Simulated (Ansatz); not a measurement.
# CH7BNSi, SMILES [NH]BC[SiH3]: a ladder of methods at one geometry

Program: the Python package of Ansatz (0.2.0).

`methods.py`
```python
"""One geometry of CH7BNSi, method by method."""

from pathlib import Path

import ansatz as az
import numpy as np

geometry_ang = [
    ("N", (1.4796, 1.1046, 0.8257)),
    ("B", (1.2969, -0.3449, 0.3957)),
    ("C", (-0.0928, -0.8926, -0.169)),
    ("Si", (-1.4242, 0.4243, -0.2468)),
    ("H", (2.229, 1.507, 0.2197)),
    ("H", (2.2085, -1.0914, 0.4841)),
    ("H", (-0.4455, -1.7162, 0.4851)),
    ("H", (0.0694, -1.2933, -1.1906)),
    ("H", (-0.9845, 1.5164, -1.128)),
    ("H", (-1.6748, 0.9511, 1.103)),
    ("H", (-2.6616, -0.1652, -0.7788)),
]
system = az.Crystal.molecule()
for symbol, xyz in geometry_ang:
    system = system.atom(symbol, xyz)

job = system.calculation()
job = job.basis(gaussian="cc-pVDZ")
job = job.spin("collinear", total=1)
job = job.scf(lower_state_search="standard")

print("functional    E (Ha)        dipole (D)   HOMO (eV)  LUMO (eV)")
for name in ["hf", "b3lyp", "lc_wpbe", "pbe0"]:
    r = job.functional(name).forces().orbitals().run(runs_dir="runs").report
    lines = Path(r["orbitals_path"]).read_text().splitlines()
    field_of = lambda key: [line.split("=")[1].strip() for line in lines if line.startswith(key)]
    orbitals = [(27.211386 * float(e), s, float(n)) for e, s, n in zip(field_of("Ene="), field_of("Spin="), field_of("Occup="))]
    homo = max(e for e, _, n in orbitals if n > 0.5)
    lumo = min(e for e, _, n in orbitals if n < 0.5)
    dipole = 4.803205 * np.linalg.norm(r["charge_distribution"]["dipole_moment_e_ang"])
    print(f"{name:10s} {r['free_energy_ev'] / 27.211386246:14.6f} {dipole:9.3f} {homo:11.3f} {lumo:10.3f}")
```

`python methods.py` gives:
```text
functional    E (Ha)        dipole (D)   HOMO (eV)  LUMO (eV)
hf            -409.986601     1.846     -11.329      2.070
b3lyp         -411.381373     1.671      -7.654     -3.332
lc_wpbe       -411.178637     1.736     -10.738     -0.299
pbe0          -411.078852     1.704      -7.963     -2.916
```

Notes:
- These settings explore the input space; basis and method may be short of convergence.
- The geometry is a force-field or estimated start, not a minimum of this method, and the basis set is short of its limit. A lower total doesn't mark the better method: functionals have no common bound, and MP2 and coupled cluster aren't variational.
- The species is open-shell (spin multiplicity 2).
- b3lyp holds the VWN-RPA fit, as in Gaussian; the form of ORCA and Turbomole is b3lyp5.
- Levels such as HOMO and LUMO are orbital energies: with these approximate functionals they aren't the ionisation energy and electron affinity, and their gap isn't the fundamental gap.
- For Al to Cl the sets with a tight d function, cc-pV(X+d)Z, are usual.
- It ran for 42 s on 1 thread of Arm Neoverse N1 (shared host), peak memory 0.31 GiB.
